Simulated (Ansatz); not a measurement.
# Ti3Al3F: the cost of one run

Computed with Ansatz 0.2.0 (DFT PBE, scalar-relativistic, plane waves, PAW, unless a step's input says otherwise).

3 further runs of the same task are left out: 3 set aside as unsound or not needed. Runs told in other sessions of the task aren't counted.

**1. Starting point**

Symmetry: P1, No. 1, triclinic system. The conventional cell has a = 2.822 Å, b = 4.958 Å, c = 20.187 Å, α = 90.00°, β = 90.00°, γ = 90.00°. Ti (site symmetry 1) is surrounded by 3 Ti at 2.78 to 2.82 Å and 6 Al at 2.84 to 2.85 Å. Around Al (site symmetry 1) lie 3 Al at 2.77 to 2.82 Å and 6 Ti at 2.85 to 2.86 Å. Ti (site symmetry 1) has 4 Ti at 2.74 to 2.82 Å and 8 Al at 2.84 to 2.91 Å in its first shell of neighbours. Al (site symmetry 1) is surrounded by 4 Al at 2.77 to 2.87 Å and 8 Ti at 2.80 to 2.86 Å. Ti (site symmetry 1) is surrounded by 3 Ti at 2.74 to 2.82 Å and 6 Al at 2.80 to 2.87 Å. Around Al (site symmetry 1) lie 1 F at 1.71 Å. F (site symmetry 1) is surrounded by 1 Al at 1.71 Å.

Structure file:

```xyz
7
Lattice="2.8219 0.0000 0.0000 0.0000 4.9580 0.0000 0.0000 0.0000 20.1872" Properties=species:S:1:pos:R:3 pbc="T T T"
Ti    0.0000    1.6061    4.0000
Al    1.4109    4.0851    4.0000
Ti    0.0000    3.1615    6.3056
Al    1.4109    0.6950    6.2848
Ti    0.0000    4.7572    8.5305
Al    1.4109    2.2635    8.6872
F     1.8812    2.2635   10.3357
```

This is the geometry of the first run shown, built on a cell relaxed beforehand with the same method.

**2. Plan of the line**

Atoms count from 1 in the order of the input.

F is moved over the surface cell; relaxed at each place: the height of the adsorbate's atoms; substrate rigid; the origin of the map has the adsorbate above Al6.

The axes are (1) position of F7 along the first surface vector, from above Al6: 6 values from 0.000 to 0.833, periodic; (2) position of F7 along the second surface vector, from above Al6: 6 values from 0.000 to 0.833, periodic.

Relaxed at each point: the height of the adsorbate's atoms; substrate rigid. Points are written as (first, second).

The two vectors of the plane (Å): (2.822, 0.000, 0.000); (0.000, 4.958, 0.000).

**3. Point (1/6, 0/6) of the map's two axes**

The input, input.yaml:

```yaml
crystal:
  lattice:
    - [2.8218574242, 0.0, 0.0]
    - [0.0, 4.9580382206, 0.0]
    - [0.0, 0.0, 20.1871503802]
  atoms:
    - { symbol: Ti, position: [0.0, 0.32392942, 0.1981458465] }
    - { symbol: Al, position: [0.5, 0.82392942, 0.1981458465] }
    - { symbol: Ti, position: [0.0, 0.637647225, 0.3123548609] }
    - { symbol: Al, position: [0.5, 0.1401678736, 0.311326679] }
    - { symbol: Ti, position: [0.0, 0.9594831214, 0.4225709853] }
    - { symbol: Al, position: [0.5, 0.4565330415, 0.4303306914] }
    - { symbol: F, position: [0.6666666667, 0.4565330415, 0.511995282] }
basis:
  ecutwfc: 420
kpoints:
  mp_grid: { grid: [9, 6, 1] }
hamiltonian:
  xc: pbe
  pseudopotentials: { kind: paw, azcp: { folder: soft_1 } }
scf:
  occupations: { method: gaussian, width: 0.1 }
output:
  forces: true
  eigenvalues: true
relax:
  adjacent_minimum: "off"
  f_tol: 0.025
  max_steps: 16
  constraints: [{ sites: [0, 1, 2, 3, 4, 5] }, { sites: [6], fix: xy }]
efield:
  axis: 3
  dipole_correction: true
  ramp_width: 0.04
```

Command:

```
$ ansatz run input.yaml --threads 1 --pin off --max-ram 3072MiB --backend cpu --events-out ev --progress --plain --runs-dir out
```

**Question.** How long does this run take on 1 thread of Intel Xeon Platinum 8488C (Sapphire Rapids), shared host, and how much memory does it need?

About 62 s, with a peak of 0.62 GiB.
